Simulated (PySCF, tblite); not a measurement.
**C₃H₁₁FSi₂: geometry, infrared bands and NMR shifts**

Aim: predict the infrared bands and NMR shifts of C₃H₁₁FSi₂ (`CC[SiH2][C@@H](F)[SiH3]`).

The runs use tblite 0.8.0 and PySCF 2.14.0, with density-fitted response routines of our own; the level of theory stands in each step. All values are computed, except where a source is named. Atoms are numbered from 0 throughout.

## (1) Starting geometry

17 atoms, charge 0, multiplicity 1; geometry from: force field or distance geometry start.

Bonds of the start (Å): C0–C1 1.52, C1–Si2 1.86, Si2–C3 1.87, C3–F4 1.38, C3–Si5 1.86, C0–H6 1.10, C0–H7 1.12, C0–H8 1.12, C1–H9 1.11, C1–H10 1.13, Si2–H11 1.48, Si2–H12 1.46, C3–H13 1.12, Si5–H14 1.47, Si5–H15 1.46, Si5–H16 1.48.

## (2) Relaxing the molecule with GFN2-xTB

What the job is given:

```
{"job": {"kind": "relax", "xc": "GFN2-xTB", "basis": "xTB"}, "charge": 0, "multiplicity": 1}
C      2.309000    -0.178100    -0.680100
C      1.461100     0.493100     0.394800
Si     0.094000    -0.695700     0.811600
C     -1.559800     0.182100     0.884000
F     -1.490000     1.388200     1.553100
Si    -2.247100     0.336700    -0.837000
H      3.308400     0.279000    -0.765300
H      1.733500    -0.117000    -1.633400
H      2.401600    -1.268100    -0.442300
H      1.088000     1.465900     0.025100
H      2.074800     0.657800     1.324300
H     -0.007000    -1.686400    -0.281600
H      0.294600    -1.414300     2.072300
H     -2.246300    -0.503400     1.436900
H     -2.204700     1.743800    -1.271800
H     -3.619000    -0.151500    -0.913700
H     -1.398000    -0.520200    -1.686800
```

Command:

```
> OMP_NUM_THREADS=1 python probes_run.py task.json out
```

The driver reads the jobs from task.json and runs them one after another.

The log of the run:

```text
step      E/eV     max force
  0    -549.21740    1.617
  1    -549.33100    0.723
  2    -549.37953    0.543
  3    -549.41306    0.390
  4    -549.44537    0.458
  5    -549.46951    0.422
  6    -549.48918    0.281
  7    -549.50410    0.257
  8    -549.51843    0.241
  9    -549.53337    0.254
 10    -549.54682    0.243
 11    -549.55596    0.237
 12    -549.56221    0.232
 13    -549.56829    0.254
 14    -549.57574    0.248
 15    -549.58448    0.248
 16    -549.59319    0.285
 17    -549.60052    0.216
 18    -549.60592    0.202
 19    -549.60942    0.132
 20    -549.61207    0.133
 21    -549.61475    0.134
 22    -549.61768    0.194
 23    -549.62046    0.173
 24    -549.62231    0.089
 25    -549.62336    0.087
 26    -549.62423    0.089
 27    -549.62524    0.114
 28    -549.62638    0.091
 29    -549.62747    0.088
 30    -549.62830    0.061
 31    -549.62888    0.072
 32    -549.62932    0.057
 33    -549.62974    0.068
 34    -549.63025    0.078
 35    -549.63091    0.081
 36    -549.63165    0.091
 37    -549.63235    0.069
 38    -549.63296    0.062
 39    -549.63356    0.063
 40    -549.63417    0.076
 41    -549.63476    0.065
 42    -549.63530    0.057
 43    -549.63589    0.074
 44    -549.63669    0.089
 45    -549.63774    0.121
 46    -549.63883    0.103
 47    -549.63969    0.063
 48    -549.64039    0.071
 49    -549.64115    0.085
 50    -549.64197    0.090
 51    -549.64261    0.083
 52    -549.64334    0.069
 53    -549.64401    0.051
 54    -549.64470    0.088
 55    -549.64583    0.103
 56    -549.64682    0.076
 57    -549.64757    0.084
 58    -549.64814    0.077
 59    -549.64883    0.098
 60    -549.64970    0.113
 61    -549.65079    0.081
 62    -549.65180    0.105
 63    -549.65265    0.106
 64    -549.65397    0.120
 65    -549.65606    0.159
 66    -549.65838    0.136
 67    -549.66017    0.092
 68    -549.66125    0.092
 69    -549.66220    0.134
 70    -549.66345    0.132
 71    -549.66612    0.086
 72    -549.66692    0.086
 73    -549.66791    0.092
 74    -549.66878    0.086
 75    -549.66983    0.064
 76    -549.67069    0.067
 77    -549.67149    0.072
 78    -549.67242    0.074
 79    -549.67349    0.067
 80    -549.67468    0.084
 81    -549.67570    0.062
 82    -549.67644    0.059
 83    -549.67716    0.056
 84    -549.67813    0.054
 85    -549.67897    0.061
 86    -549.67959    0.048
 87    -549.68006    0.046
 88    -549.68053    0.047
 89    -549.68102    0.046
 90    -549.68145    0.044
 91    -549.68175    0.038
 92    -549.68199    0.030
 93    -549.68219    0.024
 94    -549.68237    0.026
 95    -549.68251    0.029
 96    -549.68264    0.026
 97    -549.68285    0.027
 98    -549.68318    0.034
 99    -549.68356    0.044
100    -549.68385    0.041
101    -549.68404    0.036
102    -549.68422    0.035
103    -549.68450    0.045
104    -549.68498    0.069
105    -549.68560    0.080
106    -549.68612    0.058
107    -549.68640    0.027
108    -549.68651    0.025
109    -549.68659    0.026
110    -549.68671    0.027
111    -549.68693    0.021
112    -549.68703    0.017
113    -549.68709    0.014
114    -549.68712    0.013
115    -549.68717    0.014
116    -549.68722    0.017
117    -549.68728    0.017
118    -549.68733    0.020
119    -549.68737    0.017
120    -549.68741    0.011
121    -549.68746    0.015
122    -549.68750    0.017
123    -549.68755    0.023
124    -549.68762    0.027
125    -549.68771    0.026
126    -549.68783    0.025
127    -549.68793    0.026
128    -549.68801    0.021
129    -549.68809    0.023
130    -549.68821    0.033
131    -549.68842    0.044
132    -549.68876    0.048
133    -549.68919    0.050
134    -549.68961    0.046
135    -549.69007    0.059
136    -549.69070    0.081
137    -549.69158    0.086
138    -549.69217    0.101
139    -549.68880    0.226
140    -549.69320    0.081
141    -549.69359    0.062
142    -549.69438    0.046
143    -549.69539    0.107
144    -549.69619    0.053
145    -549.69673    0.051
146    -549.69778    0.059
147    -549.69846    0.086
148    -549.69928    0.083
149    -549.69984    0.053
150    -549.70017    0.033
151    -549.70030    0.046
152    -549.70041    0.031
153    -549.70053    0.024
154    -549.70065    0.028
155    -549.70077    0.023
156    -549.70094    0.021
157    -549.70105    0.025
158    -549.70120    0.028
159    -549.70131    0.022
160    -549.70142    0.023
161    -549.70151    0.025
162    -549.70162    0.022
163    -549.70175    0.021
164    -549.70185    0.025
165    -549.70199    0.027
166    -549.70213    0.021
167    -549.70225    0.021
168    -549.70232    0.021
169    -549.70234    0.039
170    -549.70244    0.026
171    -549.70254    0.023
172    -549.70274    0.022
173    -549.70299    0.034
174    -549.70340    0.053
175    -549.70396    0.060
176    -549.70477    0.078
177    -549.70589    0.088
178    -549.70734    0.102
179    -549.70793    0.163
180    -549.71007    0.133
181    -549.71164    0.097
182    -549.71447    0.162
183    -549.71612    0.084
184    -549.71807    0.078
185    -549.72020    0.202
186    -549.72166    0.168
187    -549.72328    0.076
188    -549.72328    0.213
189    -549.72502    0.159
190    -549.72572    0.052
191    -549.72684    0.051
192    -549.72790    0.106
193    -549.72883    0.066
194    -549.72964    0.049
195    -549.72997    0.040
196    -549.73057    0.048
197    -549.73124    0.050
198    -549.73188    0.081
199    -549.73269    0.061
200    -549.73321    0.057
201    -549.73372    0.048
202    -549.73397    0.047
203    -549.73426    0.044
204    -549.73460    0.037
205    -549.73479    0.032
206    -549.73494    0.030
207    -549.73503    0.033
208    -549.73517    0.029
209    -549.73533    0.029
210    -549.73553    0.037
211    -549.73569    0.032
212    -549.73584    0.026
213    -549.73593    0.025
214    -549.73602    0.022
215    -549.73613    0.028
216    -549.73628    0.027
217    -549.73643    0.028
218    -549.73651    0.020
219    -549.73656    0.014
220    -549.73661    0.015
221    -549.73666    0.016
222    -549.73669    0.011
223    -549.73671    0.007
```

The steps of the relaxation: (not every step is listed)

| step | energy from step 0 (eV) | largest force (eV/Å) |
| --- | --- | --- |
| 0 | 0.0000 | 1.6172 |
| 1 | -0.1136 | 0.7233 |
| 2 | -0.1621 | 0.5425 |
| 3 | -0.1957 | 0.3904 |
| 4 | -0.2280 | 0.4580 |
| 5 | -0.2521 | 0.4221 |
| 6 | -0.2718 | 0.2812 |
| 7 | -0.2867 | 0.2571 |
| 8 | -0.3010 | 0.2408 |
| 29 | -0.4101 | 0.0875 |
| 50 | -0.4246 | 0.0904 |
| 71 | -0.4487 | 0.0865 |
| 92 | -0.4646 | 0.0305 |
| 113 | -0.4697 | 0.0136 |
| 134 | -0.4722 | 0.0463 |
| 155 | -0.4834 | 0.0232 |
| 176 | -0.4874 | 0.0781 |
| 197 | -0.5138 | 0.0500 |
| 218 | -0.5191 | 0.0197 |
| 219 | -0.5192 | 0.0136 |
| 220 | -0.5192 | 0.0149 |
| 221 | -0.5193 | 0.0162 |
| 222 | -0.5193 | 0.0110 |
| 223 | -0.5193 | 0.0073 |

Close pairs (by a distance rule), those that changed most:

| bond | before (Å) | after (Å) | change (Å) |
| --- | --- | --- | --- |
| C3–Si5 | 1.860 | 1.915 | +0.056 |
| Si2–C3 | 1.874 | 1.920 | +0.046 |
| C1–Si2 | 1.859 | 1.898 | +0.039 |
| C1–H10 | 1.126 | 1.092 | -0.034 |
| C0–H8 | 1.119 | 1.087 | -0.032 |
| C0–H7 | 1.115 | 1.088 | -0.028 |
| C3–F4 | 1.381 | 1.405 | +0.024 |
| C3–H13 | 1.117 | 1.095 | -0.022 |

The next job starts from the end point, and lists it.

## (3) Vibrational analysis with GFN2-xTB

What the job is given:

```
{"job": {"kind": "ir", "xc": "GFN2-xTB", "basis": "xTB"}, "charge": 0, "multiplicity": 1}
C      2.699398    -0.137183    -0.325593
C      1.277761     0.384995    -0.149808
Si     0.112982    -0.911611     0.602170
C     -1.638604    -0.155476     0.814737
F     -1.559252     0.819699     1.823175
Si    -2.482321     0.652534    -0.702797
H      3.347318     0.629307    -0.747766
H      2.710856    -0.997592    -0.990696
H      3.117399    -0.445838     0.629701
H      0.896456     0.707932    -1.120899
H      1.300963     1.273308     0.484634
H     -0.027850    -2.076859    -0.280595
H      0.592115    -1.331070     1.923691
H     -2.298752    -0.924746     1.228972
H     -1.684601     1.802109    -1.125881
H     -3.825384     1.090265    -0.322975
H     -2.545480    -0.367743    -1.749981
```

The log of the run:

```text
mode    cm-1     km/mol
  1      35.5      0.90
  2      55.2      0.22
  3      92.6      1.11
  4     112.9      0.09
  5     158.7      1.16
  6     221.5      0.29
  7     228.5      3.56
  8     260.2      3.32
  9     337.7      8.89
 10     456.9     35.24
 11     494.4     23.12
 12     540.1     55.65
 13     581.8     58.08
 14     604.4      3.96
 15     701.1     86.56
 16     734.1    128.20
 17     736.8     56.54
 18     757.9    338.81
 19     767.6    345.74
 20     784.5    207.82
 21     793.3    265.16
 22     837.8     67.39
 23     975.5     17.77
 24     979.0     22.55
 25    1020.5      8.62
 26    1075.2     11.01
 27    1086.4     37.03
 28    1237.3      2.36
 29    1262.5     14.03
 30    1288.8      7.92
 31    1420.1      0.22
 32    1474.2      0.90
 33    1512.1      1.54
 34    1512.9      3.49
 35    2222.1    273.04
 36    2240.5    228.36
 37    2268.9    337.01
 38    2274.6    358.14
 39    2283.0    276.04
 40    2907.5     51.31
 41    2962.9     38.02
 42    2977.0     27.51
 43    3015.5     45.49
 44    3030.8     50.57
 45    3038.5     30.15
```

The strongest bands and the atoms that carry them (share of the mass-weighted mode):

| cm⁻¹ | km/mol | atoms |
| --- | --- | --- |
| 758 | 338.8 | H16 30 %, H11 22 %, H12 21 %, H15 15 % |
| 768 | 345.7 | H16 26 %, H11 22 %, H12 20 %, H14 18 % |
| 793 | 265.2 | H15 47 %, H14 43 % |
| 2222 | 273.0 | H11 88 % |
| 2240 | 228.4 | H12 90 % |
| 2269 | 337.0 | H16 93 % |
| 2275 | 358.1 | H15 88 % |
| 2283 | 276.0 | H14 86 % |

## (4) Nuclear shieldings: PBE0/pcSseg-1

Settings changed since step 3:

```diff
@@ -1,2 +1,2 @@
-{"job": {"kind": "ir", "xc": "GFN2-xTB", "basis": "xTB"}, "charge": 0, "multiplicity": 1}
+{"job": {"kind": "nmr", "xc": "PBE0", "basis": "pcSseg-1"}, "charge": 0, "multiplicity": 1}
 C      2.699398    -0.137183    -0.325593
```

With the program's defaults for keys left out, this is: GIAO PBE0/pcSseg-1 NMR shielding, non-relativistic, gas phase.

The log of the run:

```text
coarse grid: 14416 points
cycle   1  E = -799.1152495048  dE =  1.452e-01  |g| = 5.198e-01  |ddm| = 3.486e+00
cycle   2  E = -799.0774636124  dE =  3.779e-02  |g| = 7.152e-01  |ddm| = 9.150e-01
cycle   3  E = -799.1692918091  dE = -9.183e-02  |g| = 6.619e-02  |ddm| = 5.451e-01
cycle   4  E = -799.1698828659  dE = -5.911e-04  |g| = 3.228e-02  |ddm| = 5.907e-02
cycle   5  E = -799.1701113531  dE = -2.285e-04  |g| = 4.659e-03  |ddm| = 2.614e-02
cycle   6  E = -799.1701158502  dE = -4.497e-06  |g| = 1.138e-03  |ddm| = 5.171e-03
final grid: 128176 points
cycle   7  E = -799.2111667403  dE = -2.902e-05  |g| = 7.999e-03  |ddm| = 2.059e-02
cycle   8  E = -799.2111568098  dE =  9.931e-06  |g| = 1.060e-02  |ddm| = 1.400e-02
cycle   9  E = -799.2111819173  dE = -2.511e-05  |g| = 8.229e-04  |ddm| = 7.663e-03
cycle  10  E = -799.2111820146  dE = -9.731e-08  |g| = 2.832e-04  |ddm| = 7.153e-04
cycle  11  E = -799.2111820282  dE = -1.358e-08  |g| = 3.997e-05  |ddm| = 1.983e-04
cycle  12  E = -799.2111820284  dE = -2.692e-10  |g| = 1.743e-05  |ddm| = 4.948e-05
converged SCF energy = -799.2111820284

GIAO shielding tensors (ppm)
atom      isotropic    diamagn.    paramagn.     s11        s22        s33       span
  0 C      175.953     244.828     -68.876    168.967    170.253    188.638     19.672
  1 C      182.569     254.558     -71.989    174.355    180.510    192.841     18.486
  2 Si     385.755     881.633    -495.878    341.835    380.861    434.570     92.735
  3 C      105.720     252.540    -146.820     50.762     75.848    190.550    139.788
  4 F      472.348     475.329      -2.981    430.109    465.213    521.723     91.614
  5 Si     425.404     879.865    -454.461    390.272    423.560    462.380     72.108
  6 H       30.154      27.713       2.440     24.878     27.662     37.921     13.043
  7 H       30.764      29.127       1.637     26.112     29.043     37.138     11.026
  8 H       30.707      28.674       2.033     25.965     28.967     37.190     11.225
  9 H       30.812      34.050      -3.238     24.923     30.503     37.010     12.087
 10 H       30.555      33.099      -2.543     25.199     30.207     36.259     11.059
 11 H       27.677      30.860      -3.183     24.747     26.113     32.170      7.423
 12 H       27.356      30.225      -2.869     23.631     26.021     32.416      8.785
 13 H       26.336      29.890      -3.554     24.382     25.217     29.411      5.029
 14 H       27.682      29.979      -2.297     23.846     27.796     31.404      7.559
 15 H       27.540      28.482      -0.942     24.011     25.398     33.212      9.201
 16 H       27.888      29.356      -1.468     24.536     26.335     32.794      8.258
```

Wall time 20 s (1 thread, shared host).

Shifts follow as δ = σ(reference) − σ, with reference shieldings (ppm) from runs at the same level and on the same kind of geometry: 1H TMS 31.72, 13C TMS 186.9, 29Si TMS 349.2, 19F CFCl3 170.9. The references are single molecules in the gas phase, so shifts against H2O, NH3, PH3, H3PO4 or CFCl3 are not on the usual liquid scales and can be off by tens of ppm. Atoms listed in one row are averaged.

| atoms | environment | σ (ppm) | δ (ppm) | δ scaled to CDCl3 |
| --- | --- | --- | --- | --- |
| C3 | sp3 CH bonded to F and 2 Si | 105.7 | 81.2 | 77.3 |
| C0 | methyl carbon | 176.0 | 11.0 | 8.8 |
| C1 | sp3 CH2 bonded to Si | 182.6 | 4.4 | 2.3 |
| H13 | hydrogen on an sp3 CH bonded to F and 2 Si | 26.34 | 5.38 | 5.18 |
| H12 | hydrogen on a silicon bonded to 2 C | 27.36 | 4.36 | – |
| H11 | hydrogen on a silicon bonded to 2 C | 27.68 | 4.04 | – |
| H14, H15, H16 | hydrogen on a silicon bonded to C | 27.70 | 4.01 | – |
| H6, H7, H8 | hydrogen on a methyl carbon | 30.54 | 1.18 | 1.21 |
| H10 | hydrogen on an sp3 CH2 bonded to Si | 30.56 | 1.16 | 1.20 |
| H9 | hydrogen on an sp3 CH2 bonded to Si | 30.81 | 0.90 | 0.96 |
| Si2 | silicon bonded to 2 C, 2 H | 385.8 | -36.6 | – |
| Si5 | silicon bonded to C, 3 H | 425.4 | -76.2 | – |
| F4 | fluorine on an sp3 carbon | 472.3 | -301.4 | – |

The scaled column applies a straight-line fit of computed shieldings to shifts measured in CDCl3, and one for carbons that bear F (root-mean-square error 0.16 ppm for H, 1.9 ppm for C).

The run also stored atomic charges by several schemes (e):

| atoms | Mulliken | IAO | Hirshfeld | ESP fit |
| --- | --- | --- | --- | --- |
| C0 | -0.28 | -0.41 | -0.12 | -0.35 |
| C1 | -0.59 | -0.53 | -0.15 | 0.08 |
| Si2 | 0.66 | 0.75 | 0.33 | 0.33 |
| C3 | -0.36 | -0.36 | -0.11 | -0.20 |
| F4 | -0.35 | -0.33 | -0.13 | -0.21 |
| Si5 | 0.49 | 0.60 | 0.31 | 0.37 |

Mayer bond orders: C0–C1 1.06, C1–Si2 0.93, Si2–C3 0.86, C3–F4 0.79, C3–Si5 0.88.

The fields below are evaluated on a grid from the run's orbitals.

Frontier orbitals at PBE0/pcSseg-1, with the share of their density that lies nearest to each atom:

| orbital | energy (eV) | lies on |
| --- | --- | --- |
| HOMO | -8.04 | C3 32 %; F4 22 %; Si2 13 % |
| LUMO | 0.51 | H14, H15, H16 about 12 % each; Si5 11 %; C3 9 % |

ELF in a plane through or near 7 of the atoms.

Values, 10 rows by 14 columns:
```
0.00 0.00 0.00 0.00 0.00 0.00 0.00 0.00 0.00 0.00 0.00 0.00 0.00 0.00
0.00 0.00 0.00 0.00 0.00 0.02 0.33 0.03 0.00 0.00 0.00 0.00 0.00 0.00
0.00 0.00 0.00 0.00 0.01 0.96 1.00 0.60 0.01 0.40 0.04 0.00 0.00 0.00
0.00 0.00 0.00 0.34 0.03 0.48 0.99 0.48 0.38 0.97 0.57 0.00 0.00 0.00
0.00 0.00 0.07 1.00 0.94 0.13 0.39 0.36 0.52 0.57 0.09 0.05 0.02 0.00
0.00 0.00 0.03 0.53 0.28 0.76 0.66 0.16 0.52 0.60 0.74 1.00 0.93 0.00
0.00 0.00 0.26 1.00 0.81 0.43 0.96 0.06 0.67 0.51 0.61 1.00 0.88 0.00
0.00 0.00 0.01 0.86 0.12 0.06 0.83 0.01 0.99 1.00 0.23 0.12 0.02 0.00
0.00 0.00 0.00 0.00 0.00 0.00 0.00 0.00 0.33 0.61 0.02 0.00 0.00 0.00
0.00 0.00 0.00 0.00 0.00 0.00 0.00 0.00 0.00 0.00 0.00 0.00 0.00 0.00
```
The map spans 13.0 Å across and 9.8 Å up, centred on the molecule. Atoms in the plane (x, y in Å): C1 (-1.2, -0.4), C3 (1.6, 0.8), H6 (-3.3, -1.2), H8 (-3.1, 0.6), H12 (-0.7, 2.3), H14 (1.9, -1.9), H15 (3.9, -0.7).

On the surface of density 0.002 e/bohr³ the electrostatic potential runs, from the 1st to the 99th percentile, from -1.08 V near F4 to 1.12 V near H16.

## (5) Results

| quantity | value |
| --- | --- |
| strongest single infrared mode (GFN2-xTB) | 2275 cm⁻¹, 358 km/mol |
| zero-point energy (GFN2-xTB) | 77.7 kcal/mol |
| 13C shifts against TMS (PBE0/pcSseg-1) | 81.2, 11.0, 4.4 ppm |
| 1H shifts against TMS (PBE0/pcSseg-1, means over atoms taken as alike) | 5.38, 4.36, 4.04, 4.01, 1.18, 1.16, 0.90 ppm |
| 29Si shifts against TMS (PBE0/pcSseg-1) | -36.6, -76.2 ppm |
| 19F shifts against CFCl3 (PBE0/pcSseg-1) | -301.4 ppm |
| surface potential, 1st and 99th percentile | -1.08 V and 1.12 V |

Relaxing lowered the energy by 0.519 eV in 223 steps; the close pair that moved most is C3–Si5, from 1.860 to 1.915 Å. No mode is imaginary among the 45: a minimum at this level. The strongest single mode, at 2275 cm⁻¹, moves mainly H15. GFN2-xTB is a fitted tight-binding method: band positions and strengths are rough. Its intensities can rank the bands wrongly. C3 (sp3 CH bonded to F and 2 Si) lies farthest downfield among carbon, at 81.2 ppm; deshielded by the electronegative neighbour. The most deshielded hydrogen is H13 (hydrogen on an sp3 CH bonded to F and 2 Si), at 5.38 ppm: its carbon carries F, hence the downfield position. At PBE0/pcSseg-1: The widest tensor belongs to C3: span 140 ppm, with a paramagnetic part of -147 ppm.
